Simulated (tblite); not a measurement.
# C2H9NOSi3: the cost of one run

Computed with tblite 0.8.0 and PySCF 2.14.0, with density-fitted response routines of our own, on a single molecule in the gas phase. Atoms are numbered from 0 throughout.

## (1) The starting structure

16 atoms, charge 0, multiplicity 1; geometry from: force field or distance geometry start.

Bonds of the start (Å): C0–C1 1.20, C1–Si2 1.84, Si2–Si3 2.23, Si2–O4 1.71, O4–Si5 1.74, Si5–N6 1.80, C0–H7 1.07, Si2–H8 1.48, Si3–H9 1.48, Si3–H10 1.46, Si3–H11 1.47, Si5–H12 1.47, Si5–H13 1.46, N6–H14 1.05, N6–H15 1.03.

## (2) Relaxing the molecule with GFN2-xTB

Job settings and geometry (Å):

```
{"job": {"kind": "relax", "xc": "GFN2-xTB", "basis": "xTB"}, "charge": 0, "multiplicity": 1}
C     -1.558400     3.077000     0.390700
C     -1.183800     1.943600     0.268500
Si    -0.596800     0.207100     0.090900
Si    -2.302700    -1.227500     0.221200
O      0.505200    -0.107200     1.354600
Si     1.792800    -1.020800     0.629300
N      3.159300     0.122200     0.408700
H     -1.901300     4.085700     0.512500
H      0.141800     0.078500    -1.185300
H     -2.592900    -1.437900     1.661800
H     -1.856800    -2.511900    -0.307400
H     -3.472400    -0.715100    -0.498000
H      1.313900    -1.508000    -0.672200
H      2.153000    -2.173400     1.454900
H      2.867600     1.071100     0.746200
H      3.524000     0.125700    -0.552900
```

Started as:

```console
> OMP_NUM_THREADS=1 python probes_run.py task.json out
```

One launch serves the whole session: the jobs run in the order shown.

**Question.** How long does this first job take on 1 thread of Arm Neoverse N1, shared host, and how much memory does it need?

About 2.7 s, with a peak of 0.18 GiB.
